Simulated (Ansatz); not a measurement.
# BGeH7InNOS: the cost of one run

Method: the settings change from run to run; program: Ansatz 0.2.0, Gaussian basis.

### 1 The molecule

The geometry comes from an earlier relaxation with PBE0-D4 in a triple-zeta def2 set; it is a stationary point, not always the lowest conformer. In takes a core potential in def2 sets; no spin-orbit term is included.

13 atoms, charge 0, spin multiplicity 1.

Atoms are counted from 1 here; the program's logs count them from 0.

Bond lengths: O1–B2 1.371 Å, O1–H7 0.961 Å, B2–N3 1.409 Å, B2–H8 1.207 Å, N3–In4 2.140 Å, N3–Ge5 1.808 Å, In4–H9 1.715 Å, In4–H10 1.714 Å, Ge5–S6 2.304 Å, Ge5–H11 1.535 Å, Ge5–H12 1.537 Å, S6–H13 1.345 Å. Angles: B2–O1–H7 114.1°, O1–B2–N3 124.5°, O1–B2–H8 114.4°, N3–B2–H8 121.1°, B2–N3–In4 132.5°, B2–N3–Ge5 120.5°, In4–N3–Ge5 105.0°, N3–In4–H9 112.5°, N3–In4–H10 113.1°, H9–In4–H10 131.0°, N3–Ge5–S6 97.8°, N3–Ge5–H11 116.7°, N3–Ge5–H12 116.1°, S6–Ge5–H11 109.2°, S6–Ge5–H12 101.6°, H11–Ge5–H12 112.8°, Ge5–S6–H13 93.8°.

### 2 PBE0-DH/def2-TZVP

Set apart from the defaults: a point charge of -1.00 e beside it.

Contents of in.yaml:

```yaml
crystal:
  periodic: [false, false, false]
  atoms:
    - {symbol: O, position_ang: [0.853499, -1.526436, 2.225617]}
    - {symbol: B, position_ang: [0.379481, -1.534965, 0.939158]}
    - {symbol: N, position_ang: [0.348830, -0.408434, 0.092915]}
    - {symbol: In, position_ang: [0.619335, 1.682518, 0.458478]}
    - {symbol: Ge, position_ang: [-0.440425, -0.501589, -1.530614]}
    - {symbol: S, position_ang: [-1.288939, 1.639945, -1.588459]}
    - {symbol: H, position_ang: [1.161552, -0.666556, 2.523715]}
    - {symbol: H, position_ang: [-0.027930, -2.607428, 0.564747]}
    - {symbol: H, position_ang: [-0.151675, 2.201876, 1.899890]}
    - {symbol: H, position_ang: [1.924318, 2.357663, -0.425097]}
    - {symbol: H, position_ang: [-1.591239, -1.505514, -1.680890]}
    - {symbol: H, position_ang: [0.503868, -0.493142, -2.743726]}
    - {symbol: H, position_ang: [-2.290654, 1.362051, -0.735723]}
basis:
  gaussian: {orbitals: def2-TZVP, point_charges: [{charge: -1.00, position_ang: [4.629, -0.611, -0.570]}]}
hamiltonian: {xc: {name: PBE0-DH}}
```

The run is started by

```sh
> ansatz run in.yaml --threads 2 --pin off --events-out ev --progress --plain --max-ram 32768MiB --backend cpu
```

Q: Estimate wall time and peak memory on 2 threads of AMD EPYC 7R13, shared host.

About 20 s, with a peak of 1 GiB.
